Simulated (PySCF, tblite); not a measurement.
# C7H5NSi: geometry, infrared bands and NMR shifts

What infrared bands and NMR shifts should C7H5NSi (`C#CC1=C[SiH2]C(C#N)=C1`) show?

The runs use tblite 0.8.0 and PySCF 2.14.0, with density-fitted response routines of our own; the level of theory stands in each step. All values are computed, except where a source is named. Atoms are numbered from 0 throughout.

## 1. Starting geometry

14 atoms, charge 0, multiplicity 1; geometry from: force field or distance geometry start.

Bonds of the start (Å): C0–C1 1.24, C1–C2 1.46, C2–C3 1.30, C3–Si4 1.85, Si4–C5 1.85, C5–C6 1.43, C6–N7 1.17, C5–C8 1.32, C8–C2 1.41, C0–H9 1.03, C3–H10 1.07, Si4–H11 1.46, Si4–H12 1.47, C8–H13 1.12.

## 2. Optimising the geometry with GFN2-xTB

The job: settings as JSON, then the geometry in Å.

```
{"job": {"kind": "relax", "xc": "GFN2-xTB", "basis": "xTB"}, "charge": 0, "multiplicity": 1}
C      3.498200     0.570700    -0.193900
C      2.287700     0.326000    -0.105700
C      0.871200    -0.006200     0.036700
C      0.508200    -1.099400     0.647900
Si    -1.340500    -1.160200     0.619000
C     -1.412700     0.436300    -0.314700
C     -2.589000     1.118700    -0.755300
N     -3.562100     1.658500    -1.108200
C     -0.156100     0.815900    -0.481200
H      4.505800     0.781000    -0.254100
H      1.097400    -1.859500     1.112000
H     -1.844200    -2.285400    -0.166900
H     -1.908500    -1.070400     1.970300
H      0.043900     1.773700    -1.028300
```

Command:

```
OMP_NUM_THREADS=1 python probes_run.py task.json out
```

This one command runs all jobs of the session in turn.

Output:

```text
step      E/eV     max force
  0    -598.82049    4.563
  1    -598.78918    9.959
  2    -599.06157    4.181
  3    -599.18141    1.492
  4    -599.22825    0.335
  5    -599.23874    0.348
  6    -599.26042    1.143
  7    -599.26304    1.427
  8    -599.27520    0.155
  9    -599.27729    0.145
 10    -599.28075    0.207
 11    -599.28243    0.170
 12    -599.28416    0.112
 13    -599.28506    0.100
 14    -599.28594    0.092
 15    -599.28680    0.089
 16    -599.28743    0.061
 17    -599.28779    0.057
 18    -599.28808    0.056
 19    -599.28842    0.055
 20    -599.28883    0.066
 21    -599.28922    0.059
 22    -599.28951    0.043
 23    -599.28973    0.039
 24    -599.28996    0.049
 25    -599.29027    0.060
 26    -599.29062    0.064
 27    -599.29094    0.074
 28    -599.29122    0.066
 29    -599.29152    0.062
 30    -599.29191    0.067
 31    -599.29232    0.066
 32    -599.29261    0.039
 33    -599.29273    0.024
 34    -599.29278    0.022
 35    -599.29282    0.019
 36    -599.29284    0.016
 37    -599.29287    0.015
 38    -599.29290    0.016
 39    -599.29294    0.018
 40    -599.29300    0.021
 41    -599.29306    0.022
 42    -599.29310    0.021
 43    -599.29314    0.017
 44    -599.29318    0.021
 45    -599.29323    0.022
 46    -599.29326    0.015
 47    -599.29327    0.007
```

Wall time 0.52 s (1 thread of Arm Neoverse N1, shared host); peak memory 0.18 GiB.

Step by step: (not every step is listed) (the energy doesn't fall at every step)

```
step  energy from step 0 (eV)  largest force (eV/Å)
   0                   0.0000                4.5635
   1                   0.0313                9.9586
   2                  -0.2411                4.1812
   3                  -0.3609                1.4918
   4                  -0.4078                0.3351
   5                  -0.4183                0.3484
   6                  -0.4399                1.1427
   7                  -0.4426                1.4275
   8                  -0.4547                0.1546
  11                  -0.4619                0.1695
  14                  -0.4655                0.0922
  17                  -0.4673                0.0568
  20                  -0.4683                0.0660
  23                  -0.4692                0.0386
  26                  -0.4701                0.0638
  29                  -0.4710                0.0618
  32                  -0.4721                0.0386
  35                  -0.4723                0.0188
  38                  -0.4724                0.0157
  41                  -0.4726                0.0221
  42                  -0.4726                0.0212
  43                  -0.4727                0.0172
  44                  -0.4727                0.0212
  45                  -0.4727                0.0220
  46                  -0.4728                0.0152
  47                  -0.4728                0.0067
```

Close pairs (by a distance rule), those that changed most:

```
  bond  before (Å)  after (Å)  change (Å)
Si4–C5       1.851      1.907      +0.056
 C1–C2       1.462      1.411      -0.051
 C2–C3       1.304      1.353      +0.049
 C2–C8       1.414      1.459      +0.045
C8–H13       1.121      1.081      -0.040
 C5–C6       1.430      1.391      -0.038
 C0–C1       1.238      1.201      -0.037
C3–Si4       1.850      1.881      +0.031
```

The end geometry stands in the next job.

## 3. Infrared spectrum with GFN2-xTB

The job: settings as JSON, then the geometry in Å.

```
{"job": {"kind": "ir", "xc": "GFN2-xTB", "basis": "xTB"}, "charge": 0, "multiplicity": 1}
C      3.426738     0.628882    -0.226579
C      2.274216     0.316893    -0.093230
C      0.916413    -0.035821     0.054927
C      0.476791    -1.150866     0.681941
Si    -1.402573    -1.218409     0.646556
C     -1.386188     0.432493    -0.307628
C     -2.508457     1.123948    -0.752148
N     -3.469041     1.654637    -1.097020
C     -0.115192     0.839553    -0.492223
H      4.435093     0.895692    -0.339151
H      1.162524    -1.857729     1.117762
H     -1.946384    -2.303366    -0.166086
H     -2.029491    -1.074058     1.957813
H      0.164872     1.747677    -1.007098
```

Output:

```text
mode    cm-1     km/mol
  1      96.7      3.22
  2     100.2      0.60
  3     132.2      5.66
  4     155.1      4.18
  5     235.7      0.79
  6     318.7      0.00
  7     387.1      9.66
  8     435.7      3.79
  9     435.8      7.79
 10     458.5      0.54
 11     483.0      2.28
 12     485.5     51.25
 13     557.2     18.06
 14     570.3     30.21
 15     616.0    103.31
 16     629.1     25.29
 17     670.0      3.18
 18     671.3      8.57
 19     744.8    237.42
 20     775.6     45.97
 21     811.8     84.92
 22     863.4      6.97
 23     934.5      8.62
 24    1098.9      5.51
 25    1149.2     38.21
 26    1208.6     11.03
 27    1297.0      2.67
 28    1531.2     41.70
 29    1593.4     12.42
 30    2245.5      5.62
 31    2290.1    155.01
 32    2290.4    420.69
 33    2338.0    299.28
 34    3074.3     24.67
 35    3107.8     21.48
 36    3395.0      4.91
```

Wall time 0.8 s (1 thread of Arm Neoverse N1, shared host); peak memory 0.18 GiB.

The strongest bands and the atoms that carry them (share of the mass-weighted mode):

```
cm⁻¹  km/mol                         atoms
 486    51.2            H12 34 %, H11 34 %
 616   103.3  H12 34 %, H11 34 %, Si4 17 %
 745   237.4            H12 44 %, H11 44 %
 776    46.0             H10 72 %, C3 17 %
 812    84.9   C3 48 %, H10 24 %, Si4 21 %
2290   155.0            H11 65 %, H12 32 %
2290   420.7            H12 64 %, H11 31 %
2338   299.3              C6 60 %, N7 38 %
```

## 4. Nuclear shieldings: PBE0/pcSseg-1

Same as in step 3 but for these lines:

```diff
@@ -1,2 +1,2 @@
-{"job": {"kind": "ir", "xc": "GFN2-xTB", "basis": "xTB"}, "charge": 0, "multiplicity": 1}
+{"job": {"kind": "nmr", "xc": "PBE0", "basis": "pcSseg-1"}, "charge": 0, "multiplicity": 1}
 C      3.426738     0.628882    -0.226579
```

Method: GIAO PBE0/pcSseg-1 NMR shielding, non-relativistic, gas phase.

Output:

```text
coarse grid: 13392 points
cycle   1  E = -613.1949020475  dE =  1.517e+00  |g| = 5.004e-01  |ddm| = 4.061e+00
cycle   2  E = -613.0816055456  dE =  1.133e-01  |g| = 8.751e-01  |ddm| = 1.588e+00
cycle   3  E = -613.2502508834  dE = -1.686e-01  |g| = 2.066e-01  |ddm| = 1.040e+00
cycle   4  E = -613.2601305613  dE = -9.880e-03  |g| = 4.047e-02  |ddm| = 2.141e-01
cycle   5  E = -613.2603956245  dE = -2.651e-04  |g| = 2.463e-02  |ddm| = 5.655e-02
cycle   6  E = -613.2605453214  dE = -1.497e-04  |g| = 6.379e-03  |ddm| = 2.460e-02
cycle   7  E = -613.2605549986  dE = -9.677e-06  |g| = 2.127e-03  |ddm| = 5.940e-03
final grid: 128240 points
cycle   8  E = -613.3146617606  dE = -2.498e-05  |g| = 6.247e-03  |ddm| = 6.037e-02
cycle   9  E = -613.3146528669  dE =  8.894e-06  |g| = 8.729e-03  |ddm| = 1.475e-02
cycle  10  E = -613.3146704970  dE = -1.763e-05  |g| = 2.306e-03  |ddm| = 8.636e-03
cycle  11  E = -613.3146718522  dE = -1.355e-06  |g| = 4.696e-04  |ddm| = 2.543e-03
cycle  12  E = -613.3146719029  dE = -5.068e-08  |g| = 1.504e-04  |ddm| = 5.390e-04
cycle  13  E = -613.3146719080  dE = -5.109e-09  |g| = 6.645e-05  |ddm| = 2.017e-04
cycle  14  E = -613.3146719090  dE = -1.010e-09  |g| = 1.951e-05  |ddm| = 6.725e-05
cycle  15  E = -613.3146719091  dE = -6.457e-11  |g| = 1.011e-05  |ddm| = 2.757e-05
converged SCF energy = -613.3146719091

GIAO shielding tensors (ppm)
atom      isotropic    diamagn.    paramagn.     s11        s22        s33       span
  0 C       93.144     259.701    -166.557     38.099     44.039    197.295    159.195
  1 C      101.225     243.347    -142.122     -2.155      7.211    298.620    300.775
  2 C       38.835     261.255    -222.420    -71.107     49.803    137.810    208.917
  3 C       39.584     253.643    -214.059    -71.695     27.021    163.427    235.122
  4 Si     382.868     879.887    -497.019    325.996    384.088    438.520    112.524
  5 C       67.706     261.010    -193.304    -32.304     68.109    167.312    199.615
  6 C       64.485     255.383    -190.898    -55.050    -47.653    296.157    351.207
  7 N      -64.861     340.372    -405.232   -195.724   -191.472    192.615    388.339
  8 C       17.599     248.925    -231.326   -106.213     30.776    128.234    234.447
  9 H       28.595      33.858      -5.263     24.737     25.123     35.923     11.186
 10 H       24.892      30.496      -5.603     22.746     24.378     27.553      4.807
 11 H       26.892      27.385      -0.492     23.722     24.822     32.133      8.410
 12 H       26.893      27.388      -0.496     23.725     24.821     32.132      8.406
 13 H       24.143      31.122      -6.979     20.534     23.027     28.867      8.333
```

Wall time 62 s (1 thread of Arm Neoverse N1, shared host); peak memory 0.82 GiB.

Shifts follow as δ = σ(reference) − σ, with reference shieldings (ppm) from runs at the same level and on the same kind of geometry: 1H TMS 31.72, 13C TMS 186.9, 29Si TMS 349.2, 15N NH3 267.7. The references are single molecules in the gas phase, so shifts against H2O, NH3, PH3, H3PO4 or CFCl3 are not on the usual liquid scales and can be off by tens of ppm. Atoms listed in one row are averaged.

```
   atoms                                                environment  σ (ppm)  δ (ppm)  δ scaled to CDCl3
      C8                                                  alkene CH     17.6    169.3              163.3
      C2                            fully substituted alkene carbon     38.8    148.1              142.6
      C3                                                  alkene CH     39.6    147.3              141.9
      C6                                             nitrile carbon     64.5    122.4              117.6
      C5                            fully substituted alkene carbon     67.7    119.2              114.4
      C0                                     terminal alkyne carbon     93.1     93.8               89.6
      C1                                              alkyne carbon    101.2     85.7               81.7
     H13                                   hydrogen on an alkene CH    24.14     7.57               7.25
     H10                                   hydrogen on an alkene CH    24.89     6.82               6.54
H11, H12  hydrogen on a silicon bonded to 2 C, in a 5-membered ring    26.89     4.82                  –
      H9                       hydrogen on a terminal alkyne carbon    28.59     3.12               3.05
     Si4           silicon bonded to 2 C, 2 H, in a 5-membered ring    382.9    -33.7                  –
      N7                                           nitrile nitrogen    -64.9    332.6                  –
```

The scaled column applies a straight-line fit of computed shieldings to shifts measured in CDCl3 (root-mean-square error 0.16 ppm for H, 1.9 ppm for C).

Charges from the same density, by scheme (e):

```
atoms  Mulliken    IAO  Hirshfeld  ESP fit
   C0     -0.37  -0.21      -0.09    -0.33
   C1      0.50  -0.03      -0.04    -0.12
   C2     -0.35   0.00       0.01     0.33
   C3     -0.28  -0.41      -0.12    -0.52
  Si4      0.81   0.78       0.37     0.59
   C5     -0.44  -0.31      -0.08    -0.38
   C6      0.15   0.14       0.06     0.48
   N7     -0.25  -0.25      -0.23    -0.49
   C8      0.07  -0.09       0.00    -0.11
```

Mayer bond orders: C0–C1 2.29, C1–C2 0.97, C2–C3 1.78, C3–Si4 0.89, Si4–C5 0.78, C5–C6 1.07, C6–N7 3.00, C5–C8 1.73, C8–C2 1.08.

Ring of atoms C2, C3, Si4, C5, C8: NICS(0) -0.5, NICS(1) -2.6, NICS(1)zz 0.3 ppm (means of both faces).

Orbitals, density, ELF and potential are computed afterwards from the orbital file.

Frontier orbitals at PBE0/pcSseg-1, with the share of their density that lies nearest to each atom:

```
orbital  energy (eV)                                   lies on
   HOMO        -7.24  C3 27 %; C5 16 %; C0, C2 about 11 % each
   LUMO        -2.85  C3 22 %; C5, C8 about 15 % each; C2 11 %
```

ELF in a plane through or near 12 of the atoms.

Values, 10 rows by 14 columns:
```
0.00 0.00 0.00 0.00 0.00 0.00 0.00 0.00 0.00 0.00 0.00 0.00 0.00 0.00
0.00 0.00 0.00 0.00 0.00 0.00 0.00 0.00 0.00 0.10 0.41 0.10 0.00 0.00
0.00 0.00 0.00 0.00 0.02 0.00 0.98 0.74 0.04 0.55 0.92 0.83 0.00 0.00
0.00 0.00 0.38 0.33 0.57 0.07 0.97 0.85 0.29 0.26 0.62 0.71 0.01 0.00
0.00 0.01 0.99 0.77 0.85 0.61 0.82 0.33 0.63 0.75 0.46 0.12 0.00 0.00
0.00 0.00 0.58 0.66 0.87 0.81 0.33 0.06 0.90 0.60 0.00 0.00 0.00 0.00
0.00 0.00 0.01 0.29 0.35 0.03 0.23 0.92 0.74 0.14 0.05 0.00 0.00 0.00
0.00 0.00 0.00 0.00 0.00 0.88 0.99 0.47 0.19 0.38 0.03 0.00 0.00 0.00
0.00 0.00 0.00 0.00 0.00 0.16 0.53 0.01 0.02 0.02 0.00 0.00 0.00 0.00
0.00 0.00 0.00 0.00 0.00 0.00 0.00 0.00 0.00 0.00 0.00 0.00 0.00 0.00
```
The map spans 14.2 Å across and 9.7 Å up, centred on the molecule. Atoms in the plane (x, y in Å): C0 (-3.5, 0.4), C1 (-2.3, 0.2), C2 (-0.9, -0.1), C3 (-0.4, -1.4), Si4 (1.5, -1.3), C5 (1.3, 0.6), C6 (2.4, 1.5), N7 (3.3, 2.2), C8 (0.1, 1.0), H9 (-4.5, 0.7), H10 (-1.0, -2.2), H13 (-0.3, 2.0).

On the surface of density 0.002 e/bohr³ the electrostatic potential runs, from the 1st to the 99th percentile, from -1.82 V near N7 to 1.80 V near H9.

## 5. Summary of results

```
                                                              quantity                                              value
                             strongest single infrared mode (GFN2-xTB)                              2290 cm⁻¹, 421 km/mol
                                          zero-point energy (GFN2-xTB)                                      54.6 kcal/mol
                                13C shifts against TMS (PBE0/pcSseg-1)  169.3, 148.1, 147.3, 122.4, 119.2, 93.8, 85.7 ppm
1H shifts against TMS (PBE0/pcSseg-1, means over atoms taken as alike)                         7.57, 6.82, 4.82, 3.12 ppm
                               29Si shifts against TMS (PBE0/pcSseg-1)                                          -33.7 ppm
                                15N shifts against NH3 (PBE0/pcSseg-1)                                          332.6 ppm
                                 surface potential, 1st and 99th percentile                                 -1.82 V and 1.80 V
```

In words: Over 47 steps the energy fell by 0.473 eV; of the close pairs, Si4–C5 changed most, 1.851 to 1.907 Å. No mode is imaginary among the 36: a minimum at this level. Unscaled tight-binding wavenumbers are off by several per cent, some by more. Its intensities can rank the bands wrongly. At PBE0/pcSseg-1: The largest span, 388 ppm, is at N7, where the paramagnetic term is -405 ppm. At PBE0/pcSseg-1, counted by nearest atom on the grid, the HOMO lies on C3 27 %; C5 16 %, the LUMO on C3 22 %; C5, C8 about 15 % each.
